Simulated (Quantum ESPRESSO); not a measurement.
# GaGe (F-43m) in Quantum ESPRESSO: convergence with wavefunction cutoff

Aim: find how far wavefunction cutoff must go before the results for GaGe settle, at PBE. This setting moves, with any that are tied to it; all else stays.

All numbers are computed with Quantum ESPRESSO 7.5; they aren't measurements. Logs are shortened: lines on timing, memory, paths and dates and some standing lists are left out, and cuts for length are marked.

**1. The crystal as given**

Symmetry: F-43m, No. 216, cubic system. Conventional cell: a = 5.796 Å, b = 5.796 Å, c = 5.796 Å, α = 90.00°, β = 90.00°, γ = 90.00°. Ge (site symmetry -43m) has 4 Ga at 2.51 Å as nearest neighbours. Ga (site symmetry -43m) is surrounded by 4 Ge at 2.51 Å.

The cell comes from a database or a generator and needn't be the stable form of this composition.

**2. With wavefunction cutoff 22 Ry**

Input file pw.in:

```
&CONTROL
  calculation = 'scf'
  prefix = 'pwscf'
  outdir = './tmp'
  pseudo_dir = './pseudo'
  tprnfor = .true.
  tstress = .true.
  disk_io = 'nowf'
/
&SYSTEM
  ibrav = 0
  nat = 2
  ntyp = 2
  ecutwfc = 22
  ecutrho = 448
  nbnd = 24
  occupations = 'smearing'
  smearing = 'fd'
  degauss = 0.00999582
/
&ELECTRONS
  conv_thr = 4d-10
  electron_maxstep = 120
  mixing_beta = 0.5
/
ATOMIC_SPECIES
Ge    72.6300 ge_pbe_v1.4.uspp.F.UPF
Ga    69.7230 ga_pbe_v1.4.uspp.F.UPF
CELL_PARAMETERS angstrom
   0.0000000000    2.8978440000    2.8978440000
   2.8978440000    0.0000000000    2.8978440000
   2.8978440000    2.8978440000    0.0000000000
ATOMIC_POSITIONS crystal
Ge     0.0000000000    0.0000000000    0.0000000000
Ga     0.2500000000    0.2500000000    0.2500000000
K_POINTS automatic
8 8 8 0 0 0
```

Potentials or basis: GBRV 1.5 PBE.

Launch:

```sh
> OMP_NUM_THREADS=1 pw.x -in pw.in > pw.out
```

It took 16 s on 1 thread of Arm Neoverse V2, shared host; peak memory 0.22 GiB.

Results:

```
Free energy            : -8548.4508 eV
Pressure               : -166.0 GPa
Band gap on the k mesh : none (metal or under the smearing width)
```

**3. With wavefunction cutoff 28 Ry**

Changes to pw.in since step 2:

```diff
@@ -13,3 +13,3 @@
   ntyp = 2
-  ecutwfc = 22
+  ecutwfc = 28
   ecutrho = 448
```

Potentials or basis: GBRV 1.5 PBE.

Launch:

```sh
> OMP_NUM_THREADS=1 pw.x -in pw.in > pw.out
```

Run time: 18 s. Hardware: 1 thread of Arm Neoverse V2, shared host; peak memory 0.22 GiB.

What came out:

```
Free energy            : -8556.8107 eV
Pressure               : -21.5 GPa
Band gap on the k mesh : none (metal or under the smearing width)
```

**4. With wavefunction cutoff 34 Ry**

Changes to pw.in since step 3:

```diff
@@ -13,3 +13,3 @@
   ntyp = 2
-  ecutwfc = 28
+  ecutwfc = 34
   ecutrho = 448
```

Launch:

```sh
> OMP_NUM_THREADS=1 pw.x -in pw.in > pw.out
```

It took 21 s on 1 thread of Arm Neoverse V2, shared host; peak memory 0.22 GiB.

Results:

```yaml
Free_energy: -8557.5385 eV
Pressure: -0.9 GPa
Band_gap_on_the_k_mesh: none (metal or under the smearing width)
```

**5. With wavefunction cutoff 39 Ry**

Changes to pw.in since step 4:

```diff
@@ -13,3 +13,3 @@
   ntyp = 2
-  ecutwfc = 34
+  ecutwfc = 39
   ecutrho = 448
```

Launch:

```sh
> OMP_NUM_THREADS=1 pw.x -in pw.in > pw.out
```

Wall time 20 s (1 thread of Arm Neoverse V2, shared host); peak memory 0.23 GiB.

Results:

```
Free energy            : -8557.5682 eV
Pressure               : 0.0 GPa
Band gap on the k mesh : none (metal or under the smearing width)
```

**6. With wavefunction cutoff 45 Ry**

Changes to pw.in since step 5:

```diff
@@ -13,3 +13,3 @@
   ntyp = 2
-  ecutwfc = 39
+  ecutwfc = 45
   ecutrho = 448
```

Potentials or basis: GBRV 1.5 PBE.

Launch:

```sh
> OMP_NUM_THREADS=1 pw.x -in pw.in > pw.out
```

Run time: 28 s. Hardware: 1 thread of Arm Neoverse V2, shared host; peak memory 0.23 GiB.

Results (log left out):

| Quantity | Value |
| --- | --- |
| Free energy | -8557.5978 eV |
| Pressure | -0.1 GPa |
| Band gap on the k mesh | none (metal or under the smearing width) |

**7. With wavefunction cutoff 50 Ry**

Changes to pw.in since step 6:

```diff
@@ -13,3 +13,3 @@
   ntyp = 2
-  ecutwfc = 45
+  ecutwfc = 50
   ecutrho = 448
```

Launch:

```sh
> OMP_NUM_THREADS=1 pw.x -in pw.in > pw.out
```

Run time: 29 s. Hardware: 1 thread of Arm Neoverse V2, shared host; peak memory 0.23 GiB.

The run converged. Its results:

```
Free energy            : -8557.6138 eV
Pressure               : 0.1 GPa
Band gap on the k mesh : none (metal or under the smearing width)
```

**8. With wavefunction cutoff 56 Ry**

Changes to pw.in since step 7:

```diff
@@ -13,3 +13,3 @@
   ntyp = 2
-  ecutwfc = 50
+  ecutwfc = 56
   ecutrho = 448
```

Launch:

```sh
> OMP_NUM_THREADS=1 pw.x -in pw.in > pw.out
```

It took 31 s on 1 thread of Arm Neoverse V2, shared host; peak memory 0.24 GiB.

The run converged. Its results:

```yaml
Free_energy: -8557.6180 eV
Pressure: 0.3 GPa
Band_gap_on_the_k_mesh: none (metal or under the smearing width)
```

**9. With wavefunction cutoff 67 Ry**

Changes to pw.in since step 8:

```diff
@@ -13,4 +13,4 @@
   ntyp = 2
-  ecutwfc = 56
-  ecutrho = 448
+  ecutwfc = 67
+  ecutrho = 536
   nbnd = 24
```

Potentials or basis: GBRV 1.5 PBE.

Launch:

```sh
> OMP_NUM_THREADS=1 pw.x -in pw.in > pw.out
```

Run time: 46 s. Hardware: 1 thread of Arm Neoverse V2, shared host; peak memory 0.3 GiB.

Results (log left out):

| Item | Value |
| --- | --- |
| Free energy | -8557.6276 eV |
| Pressure | 0.1 GPa |
| Band gap on the k mesh | none (metal or under the smearing width) |

**10. With wavefunction cutoff 84 Ry**

Changes to pw.in since step 9:

```diff
@@ -13,4 +13,4 @@
   ntyp = 2
-  ecutwfc = 67
-  ecutrho = 536
+  ecutwfc = 84
+  ecutrho = 672
   nbnd = 24
```

Potentials or basis: GBRV 1.5 PBE.

Launch:

```sh
> OMP_NUM_THREADS=1 pw.x -in pw.in > pw.out
```

pw.out:

```text
This program is part of the open-source Quantum ESPRESSO suite
     for quantum simulation of materials; please cite
[... 9 lines left out ...]
     --------------------
     sticks:   dense  smooth     PW     G-vecs:    dense   smooth      PW
     Sum        2773    1393    409                96545    34327    5329

     Using Slab Decomposition

     bravais-lattice index     =            0
     lattice parameter (alat)  =       7.7444  a.u.
     unit-cell volume          =     328.4366 (a.u.)^3
     number of atoms/cell      =            2
     number of atomic types    =            2
     number of electrons       =        33.00
     number of Kohn-Sham states=           24
     kinetic-energy cutoff     =      84.0000  Ry
     charge density cutoff     =     672.0000  Ry
     scf convergence threshold =      4.0E-10
     mixing beta               =       0.5000
     number of iterations used =            8  plain     mixing
     Exchange-correlation=  SLA  PW   PBX  PBC
                           (   1   4   3   4   0   0   0)

     celldm(1)=   7.744419  celldm(2)=   0.000000  celldm(3)=   0.000000
     celldm(4)=   0.000000  celldm(5)=   0.000000  celldm(6)=   0.000000

     crystal axes: (cart. coord. in units of alat)
               a(1) = (   0.000000   0.707107   0.707107 )
               a(2) = (   0.707107   0.000000   0.707107 )
               a(3) = (   0.707107   0.707107   0.000000 )

     reciprocal axes: (cart. coord. in units 2 pi/alat)
               b(1) = ( -0.707107  0.707107  0.707107 )
               b(2) = (  0.707107 -0.707107  0.707107 )
               b(3) = (  0.707107  0.707107 -0.707107 )

     PseudoPot. # 1 for Ge read from file:
     ge_pbe_v1.4.uspp.F.UPF
     Pseudo is Ultrasoft + core correction, Zval = 14.0
     Generated by new atomic code, or converted to UPF format
     Using radial grid of  873 points,  6 beta functions with:
[... 80 lines left out ...]
     ethr =  1.00E-02,  avg # of iterations =  5.3

     total energy              =    -627.88761696 Ry
     estimated scf accuracy    <       2.64826836 Ry
[... 50 lines left out ...]
     iteration #  9     ecut=    84.00 Ry     beta= 0.50
     Davidson diagonalization with overlap
     ethr =  1.43E-10,  avg # of iterations =  2.4

     End of self-consistent calculation

          k = 0.0000 0.0000 0.0000 (  4279 PWs)   bands (ev):

   -87.0482 -87.0482 -87.0482 -17.0874 -17.0874 -17.0874 -17.0688 -17.0688
    -7.4283  -7.4283  -7.4283  -7.3689  -7.3689  -3.6840   8.5380   8.5380
     8.5380   8.9140  11.2150  11.2150  11.2150  14.5445  17.5642  17.5642
[... 111 lines left out ...]
   -87.0482 -87.0482 -87.0482 -17.0888 -17.0836 -17.0828 -17.0696 -17.0664
    -7.4688  -7.4014  -7.3963  -7.3794  -7.3657  -0.7468   1.2633   4.3344
     6.0338   9.6431  12.4409  15.5839  15.7339  16.3529  17.8527  21.6325

          k =-0.7071 0.0000 0.0000 (  4264 PWs)   bands (ev):

   -87.0483 -87.0482 -87.0482 -17.0909 -17.0820 -17.0820 -17.0707 -17.0654
    -7.4781  -7.3911  -7.3911  -7.3881  -7.3617  -0.6634   1.0402   5.6012
     5.6012   9.1827   9.2838  17.8747  17.8747  19.0863  20.3496  20.7469

          k = 0.3536 0.1768 0.0000 (  4257 PWs)   bands (ev):
[... 31 lines left out ...]
   -87.0483 -87.0482 -87.0482 -17.0870 -17.0856 -17.0829 -17.0689 -17.0671
    -7.4631  -7.4071  -7.3995  -7.3749  -7.3682  -1.0932   1.6700   4.3868
     5.9370  11.1402  12.9436  13.2417  15.1814  16.4116  17.8031  21.2593

          k =-0.7071 0.1768-0.0000 (  4270 PWs)   bands (ev):

   -87.0483 -87.0482 -87.0482 -17.0897 -17.0833 -17.0820 -17.0701 -17.0660
    -7.4729  -7.3973  -7.3942  -7.3823  -7.3640  -0.6242   1.1135   5.1019
     5.1591  10.3317  10.4490  15.8557  15.9668  18.8896  19.5713  20.7335

          k =-0.7071 0.3536 0.0000 (  4240 PWs)   bands (ev):

   -87.0482 -87.0482 -87.0482 -17.0872 -17.0857 -17.0820 -17.0693 -17.0667
    -7.4668  -7.4044  -7.3955  -7.3768  -7.3677  -0.5835   1.1944   4.7048
     4.8177  12.6204  12.6575  12.9918  13.3155  18.9232  19.5478  20.7400

     the Fermi energy is     6.8275 ev

!    total energy              =    -628.97548553 Ry
     estimated scf accuracy    <          3.8E-10 Ry
     smearing contrib. (-TS)   =      -0.00508207 Ry
     internal energy E=F+TS    =    -628.97040345 Ry

     The total energy is F=E-TS. E is the sum of the following terms:
     one-electron contribution =    -535.73226956 Ry
     hartree contribution      =     285.62889646 Ry
     xc contribution           =    -106.74079444 Ry
     ewald contribution        =    -272.12623591 Ry

     convergence has been achieved in   9 iterations

     Forces acting on atoms (cartesian axes, Ry/au):

     atom    1 type  1   force =     0.00000000    0.00000000    0.00000000
     atom    2 type  2   force =     0.00000000    0.00000000    0.00000000

     Total force =     0.000000     Total SCF correction =     0.000000

     Computing stress (Cartesian axis) and pressure

          total   stress  (Ry/bohr**3)                   (kbar)     P=        2.41
   0.00001635   0.00000000  -0.00000000            2.41        0.00       -0.00
   0.00000000   0.00001635   0.00000000            0.00        2.41        0.00
   0.00000000  -0.00000000   0.00001635            0.00       -0.00        2.41

=------------------------------------------------------------------------------=
   JOB DONE.
=------------------------------------------------------------------------------=
```

Run time: 58 s. Hardware: 1 thread of Arm Neoverse V2, shared host; peak memory 0.42 GiB.

Results:

| Quantity | Value |
| --- | --- |
| Free energy | -8557.6474 eV |
| Pressure | 0.2 GPa |
| Band gap on the k mesh | none (metal or under the smearing width) |

**11. Summary**

| wavefunction cutoff | energy less the tightest run, at zero smearing (meV/atom) | pressure (GPa) | SCF cycles | CPU time (s) | peak memory (GiB) |
| --- | --- | --- | --- | --- | --- |
| 22 Ry | 4598.35 | -166.01 | 10 | 16 | 0.22 |
| 28 Ry | 418.38 | -21.48 | 9 | 18 | 0.22 |
| 34 Ry | 54.44 | -0.88 | 10 | 21 | 0.22 |
| 39 Ry | 39.62 | 0.00 | 10 | 20 | 0.23 |
| 45 Ry | 24.80 | -0.13 | 10 | 28 | 0.23 |
| 50 Ry | 16.83 | 0.14 | 10 | 29 | 0.23 |
| 56 Ry | 14.72 | 0.33 | 9 | 31 | 0.24 |
| 67 Ry | 9.90 | 0.15 | 9 | 46 | 0.3 |
| 84 Ry | 0.00 | 0.24 | 9 | 58 | 0.42 |

Against the tightest run, the pressure stays within 0.1 GPa from 50 Ry on. Not settled before the last step: the energy (to 1 meV/atom). The tightest run that finished is the yardstick and may itself not be fully converged.
